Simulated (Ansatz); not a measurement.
**Ta3N in Ansatz: the effect of functional**

Crystal: Ta3N.

```
CELL_PARAMETERS angstrom
3.09169 0.00000 0.00000
-1.54585 2.67749 0.00000
0.00000 0.00000 7.67171
ATOMIC_POSITIONS crystal
Ta 0.66667 0.33333 0.82607
Ta 0.33333 0.66667 0.17393
Ta 0.00000 0.00000 0.50000
N 0.00000 0.00000 0.00000
```

The cell comes from a database or a generator and needn't be the stable form of this composition.

The cell isn't the ideal one: volume scaled by 1.06.

Alike in all runs:

```yaml
Program: Ansatz 0.2.0
Task: single point
Potentials_or_basis: Ansatz PAW
k_mesh: 10 × 10 × 4
Occupations: fermi-dirac, width 0.05 eV
Spin: no spin polarisation
```

| functional | cutoff | pressure (GPa) | largest force (eV/Å) |
| --- | --- | --- | --- |
| LDA | 420 eV (not typed: the program's choice for these potentials) | -24.6 | 0.84 |
| r2SCAN | 500 eV (not typed: the program's choice for these potentials) | ? | ? |
| PBE | 420 eV (not typed: the program's choice for these potentials) | -13.4 | 0.44 |

Q: What does the run with functional r2SCAN give?

A: Pressure -16.7 GPa; largest force 0.38 eV/Å.

Caveats: the PAW data sets come from PBE, with cores solved anew for the run's functional, which leaves a small shift of forces and pressure (some runs).
